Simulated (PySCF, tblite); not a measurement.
# C8H11FO2: geometry, infrared bands and NMR shifts

Wanted: the infrared bands and NMR shifts of C8H11FO2 (`O=C(O)/C(=C\F)C1CCCC1`), by calculation.

Computed with tblite 0.8.0 and PySCF 2.14.0, with density-fitted response routines of our own, on a single molecule in the gas phase. Atoms are numbered from 0 throughout.

**1. The starting structure**

22 atoms, charge 0, multiplicity 1; geometry from: force field or distance geometry start.

Bonds of the start (Å): O0–C1 1.21, C1–O2 1.36, C1–C3 1.47, C3–C4 1.33, C4–F5 1.34, C3–C6 1.51, C6–C7 1.52, C7–C8 1.52, C8–C9 1.53, C9–C10 1.53, C10–C6 1.54, O2–H11 0.97, C4–H12 1.08, C6–H13 1.10, C7–H14 1.09, C7–H15 1.09, C8–H16 1.10, C8–H17 1.10, C9–H18 1.09, C9–H19 1.09, C10–H20 1.10, C10–H21 1.10.

**2. Relaxing the molecule with GFN2-xTB**

Job settings and geometry (Å):

```
{"job": {"kind": "relax", "xc": "GFN2-xTB", "basis": "xTB"}, "charge": 0, "multiplicity": 1}
O      2.296000     1.790900     0.820100
C      2.385100     0.637400     0.454600
O      3.397400    -0.149300     0.911800
C      1.416100    -0.073900    -0.395300
C      1.855200    -0.995300    -1.254100
F      3.151300    -1.305300    -1.424000
C     -0.017000     0.363900    -0.238900
C     -1.054300    -0.309800    -1.129700
C     -2.377700     0.094500    -0.501200
C     -2.114400     0.145800     1.003200
C     -0.593800     0.086600     1.160700
H      3.928000     0.449100     1.461900
H      1.251300    -1.560300    -1.946600
H     -0.059800     1.441700    -0.432000
H     -0.972500    -1.398800    -1.104500
H     -0.991900     0.011800    -2.164500
H     -2.671900     1.096900    -0.854600
H     -3.194200    -0.598900    -0.753400
H     -2.582400    -0.693100     1.521000
H     -2.515000     1.067700     1.437500
H     -0.245900     0.823100     1.906800
H     -0.299800    -0.905100     1.520200
```

Command:

```console
OMP_NUM_THREADS=1 python probes_run.py task.json out
```

This one command runs all jobs of the session in turn.

**Question.** This job is followed by: GFN2-xTB harmonic vibrations, gas phase; GIAO PBE0/pcSseg-1 NMR shielding, non-relativistic, gas phase. What will the session give for the following? strongest single infrared mode (GFN2-xTB); zero-point energy (GFN2-xTB); ¹³C shifts against TMS (PBE0/pcSseg-1, means over atoms taken as alike); ¹H shifts against TMS (PBE0/pcSseg-1, means over atoms taken as alike); ¹⁷O shifts against H2O (PBE0/pcSseg-1); ¹⁹F shifts against CFCl3 (PBE0/pcSseg-1).

The runs gave:

```
                                                               quantity                                         value
                              strongest single infrared mode (GFN2-xTB)                         1766 cm⁻¹, 437 km/mol
                                           zero-point energy (GFN2-xTB)                                111.2 kcal/mol
¹³C shifts against TMS (PBE0/pcSseg-1, means over atoms taken as alike)     171.8, 161.8, 126.6, 42.9, 33.5, 26.4 ppm
 ¹H shifts against TMS (PBE0/pcSseg-1, means over atoms taken as alike)  7.03, 6.49, 2.92, 1.89, 1.83, 1.80, 1.05 ppm
                                 ¹⁷O shifts against H2O (PBE0/pcSseg-1)                              432.7, 216.5 ppm
                               ¹⁹F shifts against CFCl3 (PBE0/pcSseg-1)                                    -112.8 ppm
```

What this shows: Relaxing lowered the energy by 0.095 eV in 28 steps; the close pair that moved most is C1–O2, from 1.361 to 1.334 Å. No mode is imaginary among the 60: a minimum at this level. The strongest single mode, at 1766 cm⁻¹, moves mainly C1 and O0. GFN2-xTB is a fitted tight-binding method: band positions and strengths are rough. Its intensities can rank the bands wrongly. The most deshielded carbon is C1 (carboxylic acid carbon), at 171.8 ppm: it is a carbonyl in resonance with an O or N lone pair, the region of acids, esters and amides. H12 (hydrogen on a β carbon of a C=C–C=O unit) lies farthest downfield among hydrogen, at 7.03 ppm; attached to an sp2 carbon and in the plane of the double bond. At PBE0/pcSseg-1: The largest span, 596 ppm, is at O0, where the paramagnetic term is -501 ppm.
